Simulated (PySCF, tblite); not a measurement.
# C7H6N radical: geometry, infrared bands and EPR parameters

What infrared bands and EPR parameters should C7H6N radical (`[H]/N=[C]/C1=CC(=C)C=C1`) show?

Programs: tblite 0.8.0 and PySCF 2.14.0, with density-fitted response routines of our own. Each step states its level of theory. These are calculated values for one molecule in the gas phase, unless marked as measured. Atoms count from 0, in the outputs and in this text.

### 1 The starting structure

14 atoms, charge 0, multiplicity 2; geometry from: force field or distance geometry start.

Bonds of the start (Å): C0–C1 1.33, C1–C2 1.44, C2–C3 1.34, C3–C4 1.47, C4–C5 1.41, C5–N6 1.18, C4–C7 1.33, C7–C1 1.46, C0–H8 1.09, C0–H9 1.10, C2–H10 1.09, C3–H11 1.07, N6–H12 1.01, C7–H13 1.08.

### 2 Geometry optimisation with GFN2-xTB

The job: settings as JSON, then the geometry in Å.

```
{"job": {"kind": "relax", "xc": "GFN2-xTB", "basis": "xTB"}, "charge": 0, "multiplicity": 2}
C     -2.410600    -0.733400     0.444600
C     -1.232200    -0.177300     0.192100
C     -0.983300     1.176400    -0.229600
C      0.337600     1.325900    -0.365800
C      0.983100     0.061700    -0.002800
C      2.376000    -0.149500    -0.037300
N      3.540800    -0.321600    -0.061900
C      0.060900    -0.840100     0.332600
H     -2.506400    -1.764900     0.772200
H     -3.341200    -0.164800     0.332200
H     -1.748300     1.928000    -0.415600
H      0.860600     2.207800    -0.657400
H      3.841800    -0.682900    -0.958900
H      0.220600    -1.865600     0.633500
```

Run with:

```console
$ OMP_NUM_THREADS=1 python probes_run.py task.json out
```

One launch serves the whole session: the jobs run in the order shown.

**Question.** This job is followed by: GFN2-xTB harmonic vibrations, gas phase; UKS B3LYP, pcH-1 on C H N, non-relativistic, mean-field spin-orbit, GIAO. Predict these results of the whole session: strongest single infrared mode (GFN2-xTB); zero-point energy (GFN2-xTB); g(iso) (B3LYP); ⟨S²⟩; largest a(iso); potential on the surface of density 0.002 e/bohr³, 1st and 99th percentile.

**Answer**, as computed:

```
                                                                  quantity                   value
                                 strongest single infrared mode (GFN2-xTB)  2153 cm⁻¹, 1181 km/mol
                                              zero-point energy (GFN2-xTB)           64.7 kcal/mol
                                                            g(iso) (B3LYP)                 2.00227
                                                                      ⟨S²⟩      0.781 (exact 0.75)
                                                            largest a(iso)     1H on H12, 71.3 MHz
potential on the surface of density 0.002 e/bohr³, 1st and 99th percentile      -0.99 V and 2.19 V
```

**Reading.** Relaxing lowered the energy by 0.546 eV in 51 steps; the close pair that moved most is C4–C7, from 1.333 to 1.417 Å. No mode is imaginary among the 36: a minimum at this level. The strongest single mode, at 2153 cm⁻¹, moves mainly C5. GFN2-xTB is a fitted tight-binding method: band positions and strengths are rough. Its intensities can rank the bands wrongly. The largest spin populations lie on C0 (0.58 e), C7 (0.54 e). The isotropic g lies 0.0 ppt below the free-electron value. The conformer search found further structures of the same energy, which may be mirror or relabelled copies of this one.
